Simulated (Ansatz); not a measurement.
**BBrCl3H (built from SMILES Cl.ClB(Cl)Br): search for a transition state**

Is there a first-order saddle for this four-centre ligand exchange, which should form B1–Cl6, Br2–H5 and break B1–Br2, H5–Cl6, and which two structures does it connect?

Method: PBE0-D4, def2-SVP first, then def2-TZVP; program: Ansatz 0.2.0, Gaussian basis.

152 further runs of the same task are left out: 152 set aside as unsound or not needed. Runs told in other sessions of the task aren't counted.

## 1. The starting structure

The guess: 6 atoms, charge 0, spin multiplicity 1.

Atoms are counted from 1 here; the program's logs count them from 0.

Bond lengths: B1–Cl3 1.729 Å, B1–Cl4 1.730 Å, B1–Cl6 2.031 Å, Br2–H5 1.749 Å, H5–Cl6 1.599 Å. Angles: Cl3–B1–Cl4 122.5°, Cl3–B1–Cl6 111.4°, Cl4–B1–Cl6 111.4°, Br2–H5–Cl6 130.9°, B1–Cl6–H5 76.2°.

As a file:

```xyz
6
BBrCl3H
B    -0.35400    0.38810   -0.34710
Br    0.63300    0.24560    1.78390
Cl    0.43040    1.63380   -1.25450
Cl   -2.07350    0.30240   -0.18180
H     0.92030   -1.13370    0.74810
Cl    0.44390   -1.43620   -0.74850
```

Distances that are to change: B1–Cl6 2.03 Å, Br2–H5 1.75 Å, B1–Br2 2.35 Å, H5–Cl6 1.60 Å.

## 2. Relaxing the guess with the reacting distances held

Contents of hold/in.yaml:

```yaml
crystal:
  periodic: [false, false, false]
  atoms:
    - {symbol: B, position_ang: [-0.354000, 0.388100, -0.347100]}
    - {symbol: Br, position_ang: [0.633000, 0.245600, 1.783900]}
    - {symbol: Cl, position_ang: [0.430400, 1.633800, -1.254500]}
    - {symbol: Cl, position_ang: [-2.073500, 0.302400, -0.181800]}
    - {symbol: H, position_ang: [0.920300, -1.133700, 0.748100]}
    - {symbol: Cl, position_ang: [0.443900, -1.436200, -0.748500]}
basis:
  gaussian: {orbitals: def2-SVP}
hamiltonian: {xc: pbe0, dispersion: d4}
relax: {f_tol: 0.04, max_steps: 150, escape_saddle: false, constraints: [{distance: [0, 5]}, {distance: [1, 4]}, {distance: [0, 1]}, {distance: [4, 5]}]}
```

Command:

```
ansatz run in.yaml --threads 8 --pin off --events-out ev --progress --plain --max-ram 19148MiB
```

The runs that follow: Force constants to start from; Saddle search in the small basis; Saddle search in triple zeta; Vibrations at the point found; Relaxing after a step of 0.30 Å one way along the mode; Relaxing after a step of 0.30 Å the other way along the mode.

What does the calculation give? Wanted: imaginary mode; barrier from the start side; barrier from the end side; energy of the step; pairs that change; zero-point energy at the saddle.

**Answer**, as computed:

| quantity | value |
| --- | --- |
| imaginary mode | 669i cm⁻¹ |
| barrier from the start side | 81.1 kJ/mol |
| barrier from the end side | 91.8 kJ/mol |
| energy of the step | -10.7 kJ/mol |
| pairs that change | B1–Cl6 formed, Br2–H5 formed, B1–Br2 broken, H5–Cl6 broken |
| zero-point energy at the saddle | 0.342 eV |

In words: The point has a single imaginary mode (669i cm⁻¹), as a transition state must. It joins the planned start and end. At PBE0-D4/def2-TZVP the electronic barrier is 81.1 kJ/mol, about 33 kT at 298 K, and the step runs 10.7 kJ/mol downhill. A step off the saddle overshot and began above it in energy, so the link to its end is likely but not proven. The ends are the nearest minima, not always the lowest complexes.
